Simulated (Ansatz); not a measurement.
# Li2TaBr6: the cost of one run

Program: Ansatz 0.2.0. Level of theory: DFT PBE, scalar-relativistic, plane waves, PAW. These are calculated values, not measurements.

### Step 1. The structure to begin with

The structure is trigonal, space group P-3m1 (No. 164). Conventional cell: a = 7.425 Å, b = 7.425 Å, c = 6.237 Å, α = 90.00°, β = 90.00°, γ = 120.00°. Around Li (site symmetry 3m) lie 12 Br at 3.71 to 3.78 Å. Around Ta (site symmetry -3m) lie 6 Br at 2.65 Å. Around Br (site symmetry m) lie 1 Ta at 2.65 Å and 4 Li at 3.71 to 3.78 Å.

As a file:

```xyz
9
Lattice="7.4245 0.0000 0.0000 -3.7123 6.4298 0.0000 0.0000 0.0000 6.2366" Properties=species:S:1:pos:R:3 pbc="T T T"
Li    0.0000    4.2865    4.6774
Li    3.7123    2.1433    1.5591
Ta    0.0000    0.0000    3.1183
Br    3.7123    4.2865    4.6774
Br    1.8561    1.0716    4.6774
Br    5.5684    1.0716    4.6774
Br    0.0000    2.1433    1.5591
Br    1.8561    5.3582    1.5591
Br   -1.8561    5.3582    1.5591
```

Recipe of the guess: perovskite family, AX3 layers stacked AB|A (P-3m1, No. 164). Lengths come from tabulated atomic sizes and are only a guess.

### Step 2. The guess as it stands, on a coarse mesh

The input, input.yaml:

```yaml
crystal:
  lattice:
    - [7.424505, 0.0, 0.0]
    - [-3.7122525, 6.42980994, 0.0]
    - [0.0, 0.0, 6.2365842]
  atoms:
    - { symbol: Li, position: [0.33333333, 0.66666667, 0.75] }
    - { symbol: Li, position: [0.66666667, 0.33333333, 0.25] }
    - { symbol: Ta, position: [0.0, 0.0, 0.5] }
    - { symbol: Br, position: [0.83333333, 0.66666667, 0.75] }
    - { symbol: Br, position: [0.33333333, 0.16666667, 0.75] }
    - { symbol: Br, position: [0.83333333, 0.16666667, 0.75] }
    - { symbol: Br, position: [0.16666667, 0.33333333, 0.25] }
    - { symbol: Br, position: [0.66666667, 0.83333333, 0.25] }
    - { symbol: Br, position: [0.16666667, 0.83333333, 0.25] }
basis:
  ecutwfc: 420
kpoints:
  mp_grid: { grid: [3, 3, 4] }
hamiltonian:
  xc: pbe
scf:
  occupations: { method: gaussian, width: 0.1 }
  lower_state_search: "off"
output:
  forces: true
  stress: true
  eigenvalues: true
```

The run is started by

```
> ansatz run input.yaml --threads 1 --pin off --max-ram 2560MiB --backend cpu --events-out ev --progress --plain --runs-dir out
```

Q: Estimate wall time and peak memory on 1 thread of Arm Neoverse N1, shared host.

About 16 s, with a peak of 0.49 GiB.
